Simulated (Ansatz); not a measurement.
# PmC: the cost of one run

Computed with Ansatz 0.2.0 (DFT PBE+U (U_eff = 6 eV on Pm 4f), scalar-relativistic, plane waves, PAW, unless a step's input says otherwise).

2 further runs of the same task are left out: 2 set aside as unsound or not needed. Runs told in other sessions of the task aren't counted.

### Step 1. The starting structure

It takes space group Fm-3m (No. 225, cubic). Conventional cell: a = 5.140 Å, b = 5.140 Å, c = 5.140 Å, α = 90.00°, β = 90.00°, γ = 90.00°. Pm (site symmetry m-3m) has 6 C at 2.57 Å in its first shell of neighbours. C (site symmetry m-3m) has 6 Pm at 2.57 Å in its first shell of neighbours.

As a file:

```
CELL_PARAMETERS angstrom
0.00000 2.57000 2.57000
2.57000 0.00000 2.57000
2.57000 2.57000 0.00000
ATOMIC_POSITIONS crystal
Pm 0.50000 0.50000 0.50000
C 0.00000 0.00000 0.00000
```

Starting moments: Pm 4.00 μB.

### Step 2. A coarse mesh, to find the state of the open shells

input.yaml reads:

```yaml
crystal:
  lattice:
    - [0.0, 2.57, 2.57]
    - [2.57, 0.0, 2.57]
    - [2.57, 2.57, 0.0]
  atoms:
    - { symbol: Pm, position: [0.5, 0.5, 0.5], spin: 4.0 }
    - { symbol: C, position: [0.0, 0.0, 0.0] }
basis:
  ecutwfc: 600
  ecutrho_ratio: 5
kpoints:
  mp_grid: { grid: [5, 5, 5] }
hamiltonian:
  xc: pbe
  hubbard: { sites: [{ species: Pm, l: f, u_eff: 6.0 }] }
scf:
  occupations: { method: gaussian, width: 0.05 }
output:
  forces: true
  stress: true
  eigenvalues: true
  populations: true
  hubbard: { sites: [{ species: Pm, l: f }] }
magnetization:
  spin_polarized: true
```

Command:

```
> ansatz run input.yaml --threads 2 --pin off --max-ram 2662MiB --backend cpu --events-out ev --progress --plain --runs-dir out
```

**Question.** How long does this run take on 2 threads of Intel Xeon 6975P-C (Granite Rapids), shared host, and how much memory does it need?

About 5.2 s, with a peak of 0.47 GiB.
